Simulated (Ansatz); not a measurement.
# V: response to strain

Aim: deform V (equal xx and yy strain of +2 %) and compute stress, forces and field gradients with LAPW, PAW and all-electron datasets made for the crystal.

Computed with Ansatz 0.2.0 (DFT PBEsol, scalar-relativistic, unless a step's input says otherwise).

### Step 1. The starting structure

The structure is cubic, space group Im-3m (No. 229). The conventional cell has a = 3.026 Å, b = 3.026 Å, c = 3.026 Å, α = 90.00°, β = 90.00°, γ = 90.00°. Around V (site symmetry m-3m) lie 8 V at 2.62 Å.

Coordinates:

```cif
data_structure
_symmetry_space_group_name_H-M 'P 1'
_symmetry_Int_Tables_number 1
_cell_length_a 2.6206
_cell_length_b 2.6206
_cell_length_c 2.6206
_cell_angle_alpha 109.471
_cell_angle_beta 109.471
_cell_angle_gamma 109.471
_cell_volume 13.85
loop_
_atom_site_label
_atom_site_type_symbol
_atom_site_fract_x
_atom_site_fract_y
_atom_site_fract_z
_atom_site_occupancy
V1 V 0.00000 0.00000 0.00000 1
```

### Step 2. The deformed structure

Space group Im-3m before, I4/mmm after.

### Step 3. LAPW, all electrons

The input, input.yaml:

```yaml
crystal:
  lattice:
    - [-1.54326, 1.54326, 1.513]
    - [1.54326, -1.54326, 1.513]
    - [1.54326, 1.54326, -1.513]
  atoms:
    - { symbol: V, position: [0.0, 0.0, 0.0], spin: 1.5 }
magnetization:
  spin_polarized: true
kpoints:
  mp_grid: { grid: [19, 19, 19] }
  band_path:
    path:
      - [0.0, 0.0, 0.0]
      - [0.0, 0.0, 0.5]
      - [-0.5, 0.5, 0.5]
      - [0.0, 0.0, 0.0]
      - [0.4902921953, 0.4902921953, -0.4902921953]
      - [-0.4902921953, 0.5097078047, 0.4902921953]
      - [-0.5, 0.5, 0.5]
      - [0.0, 0.0, 0.5]
      - [0.25, 0.25, 0.25]
    npoints: 5
scf:
  occupations: { method: fermi_dirac, width: 0.03 }
hamiltonian:
  xc: pbesol
  pseudopotentials: { kind: all_electron, lapw: { basis_error: 0.001 } }
output:
  forces: true
  stress: true
  eigenvalues: true
```

Launch:

```console
$ ansatz run input.yaml --threads 1 --pin off --max-ram 3072MiB --backend cpu --events-out ev --progress --plain --runs-dir out
```

### Step 4. PAW with frozen cores

The input, input.yaml:

```yaml
crystal:
  lattice:
    - [-1.54326, 1.54326, 1.513]
    - [1.54326, -1.54326, 1.513]
    - [1.54326, 1.54326, -1.513]
  atoms:
    - { symbol: V, position: [0.0, 0.0, 0.0], spin: 1.5 }
magnetization:
  spin_polarized: true
kpoints:
  mp_grid: { grid: [19, 19, 19] }
scf:
  occupations: { method: fermi_dirac, width: 0.03 }
hamiltonian:
  xc: pbesol
  pseudopotentials: { kind: paw }
output:
  forces: true
  stress: true
  eigenvalues: true
  efg: { contact_densities: true }
```

### Step 5. Datasets made for this crystal

input.yaml, as its differences from that of step 4:

```diff
@@ -15,3 +15,3 @@
   xc: pbesol
-  pseudopotentials: { kind: paw }
+  pseudopotentials: { kind: all_electron, datasets: crystal }
 output:
```

(Steps that only read results are left out.)

**Question.** What will these runs give? Wanted: pressure; largest shear or deviatoric stress.

**Answer**, as computed:

| quantity | value |
| --- | --- |
| pressure | LAPW -17.27, PAW -17.24, crystal datasets -17.26 GPa |
| largest shear or deviatoric stress (LAPW) | 1.35 GPa |

In words: The largest part of the stress beyond the pressure is 1.35 GPa in size, in the zz component. No run of the undeformed cell stands beside it, so the pressure holds what the given cell had before the change. PAW: stress within 0.03 GPa of LAPW. Crystal datasets: stress within 0.01 GPa of LAPW.
